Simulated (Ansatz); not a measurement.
# Cl₃H₂NbO₂: one species, many methods

An exercise on one series of results from a longer session: the logs are not shown, and one member is left open.

Program: Ansatz 0.2.0, Gaussian basis. Level of theory: functionals in def2-TZVPP, the program's frozen cores in correlated methods. These are calculated values, not measurements.

Plan: PBE-D4, r2SCAN-D4, PBE0-D4, B3LYP-D4, ωB97X-V, ωB97M-V, B2PLYP; CCSD(T)/def2-TZVPP; MP2/def2-QZVPP; extrapolation to the limit.

## The relaxed structure

All runs share one geometry, relaxed beforehand with PBE0-D4 in a triple-zeta def2 set. Nb takes the def2 core potential; no spin-orbit term is included.

SMILES `[OH][Nb]([OH])([Cl])([Cl])[Cl]`, 8 atoms, charge 0, spin multiplicity 1.

Atoms are counted from 1 here; the program's logs count them from 0.

Bond lengths: O1–Nb2 1.872 Å, O1–H7 0.960 Å, Nb2–O3 1.872 Å, Nb2–Cl4 2.380 Å, Nb2–Cl5 2.270 Å, Nb2–Cl6 2.270 Å, O3–H8 0.960 Å. Angles: Nb2–O1–H7 133.6°, O1–Nb2–O3 160.5°, O1–Nb2–Cl4 80.2°, O1–Nb2–Cl5 95.4°, O1–Nb2–Cl6 95.4°, O3–Nb2–Cl4 80.3°, O3–Nb2–Cl5 95.4°, O3–Nb2–Cl6 95.4°, Cl4–Nb2–Cl5 123.8°, Cl4–Nb2–Cl6 123.8°, Cl5–Nb2–Cl6 112.3°, Nb2–O3–H8 133.6°.

The first run:

File in.yaml:

```yaml
crystal:
  periodic: [false, false, false]
  atoms:
    - {symbol: O, position_ang: [-1.712818, 0.648541, 0.223780]}
    - {symbol: Nb, position_ang: [0.024310, -0.040074, 0.336131]}
    - {symbol: O, position_ang: [1.716163, -0.653446, -0.179470]}
    - {symbol: Cl, position_ang: [-0.146631, 0.239990, -2.021615]}
    - {symbol: Cl, position_ang: [0.798289, 1.561349, 1.746221]}
    - {symbol: Cl, position_ang: [-0.568355, -1.939050, 1.428991]}
    - {symbol: H, position_ang: [-2.266985, 0.931066, -0.506964]}
    - {symbol: H, position_ang: [2.156017, -0.748364, -1.027074]}
basis:
  gaussian: {orbitals: def2-TZVPP}
hamiltonian: {xc: pbe, dispersion: d4}
output: {forces: true, orbitals: {seedname: orbitals}}
```

Started as:

```bash
$ ansatz run in.yaml --threads 2 --pin off --events-out ev --progress --plain --max-ram 22528MiB --backend cuda --devices 0, --max-vram 18GiB
```

Steps of the session up to this table: PBE-D4 (GGA); r2SCAN-D4 (meta-GGA); PBE0-D4 (hybrid); B3LYP-D4 (hybrid); ωB97X-V (range-separated); ωB97M-V (range-separated); B2PLYP (double hybrid).

One table of the session follows, with a row left open; its other results are not shown here.

It belongs to the step «Orbital energies across the functionals». 

| functional | HOMO (eV) | LUMO (eV) | gap (eV) |
| --- | --- | --- | --- |
| PBE-D4 | -7.25 | -3.68 | 3.56 |
| r2SCAN-D4 | -7.61 | -3.69 | 3.91 |
| PBE0-D4 | -8.71 | -3.06 | 5.65 |
| B3LYP-D4 | -8.43 | -3.25 | 5.17 |
| ωB97X-V | ? | ? | ? |
| ωB97M-V | -11.01 | -1.10 | 9.91 |

Q: Estimate the row for ωB97X-V from the others.

**Answer.** HOMO (eV): -11.16; LUMO (eV): -1.08; gap (eV): 10.08. In the column «HOMO (eV)» it is the lowest.
